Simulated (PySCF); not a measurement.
**AlBrCl (SMILES [Cl][Al][Br]) at UTPSSh/STO-3G**

What is the vertical ionisation energy of AlBrCl at UTPSSh/STO-3G? The job is set up through a Python script.

Program for the calculation: PySCF 2.14.0.

### 1 The structure to begin with

AlBrCl: 3 atoms, total charge 0, spin state doublet. SMILES: `[Cl][Al][Br]`. Geometry: relaxed at PBE0-D4/def2-TZVP.

Bond lengths: Cl1–Al2 2.102 Å, Al2–Br3 2.266 Å. Angles: Cl1–Al2–Br3 118.9°.

### 2 A single-point energy at UTPSSh/STO-3G

Input file run.py:

```python
from pyscf import gto, dft

mol = gto.M(
    atom='Cl 0.439900 1.761100 0.423900; Al -0.648100 0.131300 -0.337700; Br 0.197100 -1.957200 -0.099400',
    max_memory=1860,
    charge=0,
    verbose=3,
    spin=1,
    basis='sto-3g',
)

mf = dft.UKS(mol)
mf.xc = 'tpssh'
mf.conv_tol = 1e-10
mf.grids.level = 4
mf.kernel()
if not mf.converged:
    mf = mf.newton().run(mf.mo_coeff, mf.mo_occ)

energy = mf.e_tot
print('E = %.10f Eh' % energy)
```

On the command line:

```console
OMP_NUM_THREADS=1 python run.py
```

The log of the run:

```text
WARN: HOMO -0.257921790082902 >= LUMO -0.257921790082892

converged SCF energy = -3240.79902236076  <S^2> = 0.75273623  2S+1 = 2.0027344
E = -3240.7990223608 Eh
```

Run time: 7.5 s. Hardware: 1 thread of Arm Neoverse V1, shared host; peak memory 0.25 GiB.

### 3 The singlet cation

Input file run.py:

```python
from pyscf import gto, dft

system = gto.M(
    atom='''
Cl     0.831291     3.327997     0.801055
Al    -1.224732     0.248121    -0.638161
Br     0.372465    -3.698572    -0.187839
''',
    basis='sto-3g',
    charge=1,
    unit='bohr',
    verbose=3,
    max_memory=1860,
)

mf = dft.RKS(system, xc='tpssh')
mf.grids.level = 4
mf.conv_tol = 1e-10
mf.kernel()
if not mf.converged:
    mf = mf.newton().run(mf.mo_coeff, mf.mo_occ)

etot = mf.e_tot
print(f'total energy: {etot:.8f} hartree')
```

On the command line:

```console
OMP_NUM_THREADS=1 python run.py
```

The log of the run:

```text
converged SCF energy = -3240.57307628687
total energy: -3240.57307629 hartree
```

It took 4.8 s on 1 thread of Arm Neoverse V1, shared host; peak memory 0.24 GiB.

### 4 Results

At UTPSSh/STO-3G:

```
                                          quantity           value
                      doublet AlBrCl: total energy  -3240.79902 Eh
                     doublet AlBrCl: dipole moment          3.26 D
doublet AlBrCl: HOMO energy (highest over α and β)        -2.89 eV
 doublet AlBrCl: LUMO energy (lowest over α and β)        -0.20 eV
                              doublet AlBrCl: ⟨S²⟩           0.753
                      singlet cation: total energy  -3240.57308 Eh
                       singlet cation: HOMO energy       -11.70 eV
                       singlet cation: LUMO energy        -9.18 eV
                     singlet cation: HOMO–LUMO gap         2.52 eV
vertical ionisation energy (to the singlet cation)        6.148 eV
```

What this shows: Removing an electron at fixed nuclei costs 6.15 eV (593 kJ/mol). Only the singlet of the ionised species was computed; a triplet could lie lower. In a minimal basis such a difference can be off by several eV, whatever the method. Mulliken charges (doublet AlBrCl) run from -0.43 on Cl1 to +0.71 on Al2; they depend strongly on the basis.
